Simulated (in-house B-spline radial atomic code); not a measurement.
# Rb: excited configurations

Wanted: excitation energies of Rb as differences of total energies (ΔSCF).

Program: in-house B-spline radial atomic code version 1. Level of theory: scalar-relativistic (spin-free one-electron X2C) AM05, spin-polarised, spherical fractional occupations, Fermi nucleus, basis-set limit. These are calculated values, not measurements, unless marked.

### 1 Starting point

* element: rubidium (Z = 37)
* charge: 0
* electrons: 37
* configuration: [Kr] 5s1
* Hamiltonian: scalar-relativistic (X2C)
* nucleus: Fermi, rms radius 4.204 fm

Outer shells as boxes (Hund's rule):

[Kr] 5s1
```
[Kr] core
5s [↑ ]
```

Where spins are not typed, each open shell is filled with up spins first.

Settings of the run:

```ini
Z = 37
electrons = 37.0
configuration = [Kr] 5s1
hamiltonian = x2c
method = am05
spin_polarised = True
nucleus = fermi
rms_radius = 4.2036
mass_number = 85
atomic_mass = 84.91178973604
speed_of_light = 137.035999084
```

The reference is known from an earlier run: -2977.212073 hartree in all. Up to eight levels, counted from the top:

```csv
orbital,occupation,energy (eV),<r> (bohr)
3p down,3,-224.24,0.5192
3d up,5,-103.93,0.5255
3d down,5,-103.92,0.5255
4s up,1,-31.787,1.456
4s down,1,-31.756,1.455
4p up,3,-15.909,1.729
4p down,3,-15.849,1.721
5s up,1,-2.437,5.150
```

### 2 Run with [Ar] 3d10 4s1 4p6 5s2

Settings of the run:

```ini
Z = 37
electrons = 37.0
configuration = [Ar] 3d10 4s1 4p6 5s2
hamiltonian = x2c
method = am05
spin_polarised = True
nucleus = fermi
rms_radius = 4.2036
mass_number = 85
atomic_mass = 84.91178973604
speed_of_light = 137.035999084
```

### 3 Configuration [Ne] 3s2 3p5 3d10 4s2 4p6 5s1 6p1

The settings differ from step 2 so:

```diff
@@ -2,3 +2,3 @@
 electrons = 37.0
-configuration = [Ar] 3d10 4s1 4p6 5s2
+configuration = [Ne] 3s2 3p5 3d10 4s2 4p6 5s1 6p1
 hamiltonian = x2c
```

### 4 [Ne] 3s2 3p5 3d10 4s2 4p6 5s1 6d1

The settings differ from step 3 so:

```diff
@@ -2,3 +2,3 @@
 electrons = 37.0
-configuration = [Ne] 3s2 3p5 3d10 4s2 4p6 5s1 6p1
+configuration = [Ne] 3s2 3p5 3d10 4s2 4p6 5s1 6d1
 hamiltonian = x2c
```

### 5 Configuration [Ar] 3d10 4s1 4p6 5s1 6d1

The settings differ from step 4 so:

```diff
@@ -2,3 +2,3 @@
 electrons = 37.0
-configuration = [Ne] 3s2 3p5 3d10 4s2 4p6 5s1 6d1
+configuration = [Ar] 3d10 4s1 4p6 5s1 6d1
 hamiltonian = x2c
```

### 6 Run with [Ar] 3d10 4s1 4p6 5s1 5f1

The settings differ from step 5 so:

```diff
@@ -2,3 +2,3 @@
 electrons = 37.0
-configuration = [Ar] 3d10 4s1 4p6 5s1 6d1
+configuration = [Ar] 3d10 4s1 4p6 5s1 5f1
 hamiltonian = x2c
```

How far above the reference does each configuration lie (order and size, in eV)?

As calculated:

| net move | configuration | 2|M_S|+1 | energy above the reference (eV) | largest <r> (bohr) |
| --- | --- | --- | --- | --- |
| 4s → 5s | [Ar] 3d10 4s1 4p6 5s2 | 2 | 31.877 | 4.46 |
| 4s → 6d | [Ar] 3d10 4s1 4p6 5s1 6d1 | 4 | 36.319 | 20.6 |
| 4s → 5f | [Ar] 3d10 4s1 4p6 5s1 5f1 | 4 | 36.602 | 27.1 |
| 3p → 6p | [Ne] 3s2 3p5 3d10 4s2 4p6 5s1 6p1 | 4 | 235.45 | 12.6 |
| 3p → 6d | [Ne] 3s2 3p5 3d10 4s2 4p6 5s1 6d1 | 4 | 236.13 | 20.4 |

**Reading.** At the bottom stands 4s → 5s (31.877 eV), at the top 3p → 6d (236.13 eV). 5 of them lie more than 60 % above minus the reference's highest level (2.437 eV), in the range where a state can decay by emitting an electron. The reference has 2|M_S|+1 = 2; 4 of the configurations differ from it in spin. These are spherical averages at the typed spins, not spectroscopic levels.
